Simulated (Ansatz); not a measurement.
# BrF2HOZr: the cost of one run

Computed with Ansatz 0.2.0, Gaussian basis. Level: the settings change from run to run.

1 further run of the same task is left out (for a known fault of the program).

## Step 1: The geometry

The geometry comes from an earlier relaxation with PBE0-D4 in a triple-zeta def2 set; it is a stationary point. Zr takes a core potential in def2 sets; no spin-orbit term is included.

6 atoms, charge 0, spin multiplicity 1.

Atoms are counted from 1 here; the program's logs count them from 0.

Bond lengths: O1–Zr2 1.889 Å, O1–H6 0.954 Å, Zr2–F3 1.895 Å, Zr2–F4 1.895 Å, Zr2–Br5 2.513 Å. Angles: Zr2–O1–H6 178.2°, O1–Zr2–F3 109.2°, O1–Zr2–F4 109.2°, O1–Zr2–Br5 110.0°, F3–Zr2–F4 108.7°, F3–Zr2–Br5 109.9°, F4–Zr2–Br5 109.9°.

## Step 2: PBE0-DH/cc-pVTZ-DK

Set apart from the defaults: atoms shaken by 0.08 Å, finite nuclei, a point charge of 0.50 e beside it.

File in.yaml:

```yaml
crystal:
  periodic: [false, false, false]
  atoms:
    - {symbol: O, position_ang: [-0.937767, 1.062931, 0.630654]}
    - {symbol: Zr, position_ang: [0.250443, -0.505276, -0.104083]}
    - {symbol: F, position_ang: [1.992098, -0.102344, 0.850453]}
    - {symbol: F, position_ang: [-0.415216, -1.917650, 0.393666]}
    - {symbol: Br, position_ang: [0.647542, -0.190717, -2.752352]}
    - {symbol: H, position_ang: [-1.388724, 1.519214, 0.735668]}
basis:
  gaussian: {orbitals: cc-pVTZ-DK, nuclear_model: gaussian, point_charges: [{charge: 0.50, position_ang: [6.829, -0.395, 0.030]}]}
hamiltonian: {xc: {name: PBE0-DH}}
```

Run with:

```console
> ansatz run in.yaml --threads 4 --pin off --events-out ev --progress --plain --max-ram 10444MiB
```

Q: Estimate wall time and peak memory on 4 threads of Intel Xeon Platinum 8488C, shared host.

About 6.5 s, with a peak of 0.74 GiB.
